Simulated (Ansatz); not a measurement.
# Ti: the cost of one run

Computed with Ansatz 0.2.0 (DFT r2SCAN, scalar-relativistic, plane waves, PAW, unless a step's input says otherwise).

2 further runs of the same task are left out: 2 that didn't finish.

## (1) The structure to begin with

Symmetry: Fm-3m, No. 225, cubic system. Conventional cell: a = 4.060 Å, b = 4.060 Å, c = 4.060 Å, α = 90.00°, β = 90.00°, γ = 90.00°. Ti (site symmetry m-3m) is surrounded by 12 Ti at 2.87 Å.

Coordinates:

```cif
data_structure
_symmetry_space_group_name_H-M 'P 1'
_symmetry_Int_Tables_number 1
_cell_length_a 2.8709
_cell_length_b 2.8709
_cell_length_c 2.8709
_cell_angle_alpha 60.000
_cell_angle_beta 60.000
_cell_angle_gamma 60.000
_cell_volume 16.73
loop_
_atom_site_label
_atom_site_type_symbol
_atom_site_fract_x
_atom_site_fract_y
_atom_site_fract_z
_atom_site_occupancy
Ti1 Ti 0.00000 0.00000 0.00000 1
```

The cell is taken as given, not relaxed at this level.

## (2) Zero of energy

Reference values: F = -2504.2989 eV; pressure 4.41 GPa; largest force 0.000 eV/Å; gap on the mesh none (metal). It was computed beforehand with the settings of the runs below.

## (3) Next: a strain scan

The cell is strained by ε times the Voigt pattern (0, 0, 1, 0, 0, 0) (xx, yy, zz, yz, xz, xy; engineering shear), with fractional coordinates fixed (clamped ions). The stress on the pattern is the sum of the stress components weighted by it, tension positive.

## (4) At ε = -0.0400

Input file input.yaml:

```yaml
crystal:
  lattice:
    - [0.0, 2.03, 1.9488]
    - [2.03, 0.0, 1.9488]
    - [2.03, 2.03, 0.0]
  atoms:
    - { symbol: Ti, position: [0.0, 0.0, 0.0] }
basis:
  ecutwfc: 500
kpoints:
  mp_grid: { grid: [20, 20, 20] }
hamiltonian:
  xc: r2scan
scf:
  occupations: { method: gaussian, width: 0.15 }
output:
  forces: true
  stress: true
  eigenvalues: true
```

On the command line:

```console
> ansatz run input.yaml --threads 1 --pin off --max-ram 2560MiB --backend cpu --events-out ev --progress --plain --runs-dir out
```

What time and memory should one allow on 1 thread of Arm Neoverse V2, shared host?

About 11 s, with a peak of 0.46 GiB.
